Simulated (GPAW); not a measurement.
Input of a GPAW 26.7.0 run:

Contents of run.py:

```python
import numpy as np
from ase import Atoms
from gpaw import PW
from gpaw.dft import DFT
from gpaw.hubbard import aoom

atoms = Atoms(['Ta', 'N'],
              cell=[[0.0, 2.17900131, 2.17900131],
                    [2.17900131, 0.0, 2.17900131],
                    [2.17900131, 2.17900131, 0.0]],
              scaled_positions=[[0.5, 0.5, 0.5],
                                [0.0, 0.0, 0.0]],
              pbc=True)
atoms.set_initial_magnetic_moments([2.0, 0.0])

dft = DFT(atoms,
          mode=PW(600),
          xc='PBE',
          kpts={'size': (7, 7, 7), 'gamma': True},
          occupations={'name': 'methfessel-paxton', 'order': 0, 'width': 0.05},
          setups={'Ta': ':d,2.0'},
          nbands=21,
          convergence={'density': 0.0001, 'energy': 1e-05},
          maxiter=120,
          txt='gpaw.txt')
print(f'Energy: {dft.calculate_energy():.6f} eV')
print('Forces (eV/A):')
print(dft.calculate_forces().round(4))
print('Stress (eV/A^3):', dft.calculate_stress().round(6))
print('Moments:', dft.magmoms()[1][:, 2].round(3))
dft.write_converged()
dft.write_gpw_file('gs.gpw')
for a, l in {0: 2}.items():
    setup = dft.setups[a]
    for s, D_ii in enumerate(dft.density.D_asii[a]):
        n_mm = aoom(D_ii, l, setup.l_j, setup.n_j, setup.N0_q)[0]
        print(f'atom {a} spin {s} trace {n_mm.trace():.4f} eigenvalues', *np.linalg.eigvalsh(n_mm).round(3))
        np.savetxt(f'occupation-{a}-{s}.dat', n_mm, fmt='%8.4f')
```

Potentials or basis: GPAW PAW data sets (gpaw-data 1.2.1), pw.

Launch:

```console
$ OMP_NUM_THREADS=1 python run.py
```

Task: What does it give for the pressure?

Result: 13.3 GPa.

Task: What does it give for the net moment?

Result: 0.00 μB per cell.

Eigenvalues of the final occupation matrices:
```tsv
site	spin	trace	eigenvalues
atom 1 	1	1.70	0.28 0.28 0.38 0.38 0.38
atom 1 	2	1.70	0.28 0.28 0.38 0.38 0.38
```

Caveat: the cutoff is short for stress and forces, so pressures can be off by a GPa or more. Spin-orbit coupling is left out, which matters for the levels of Ta.
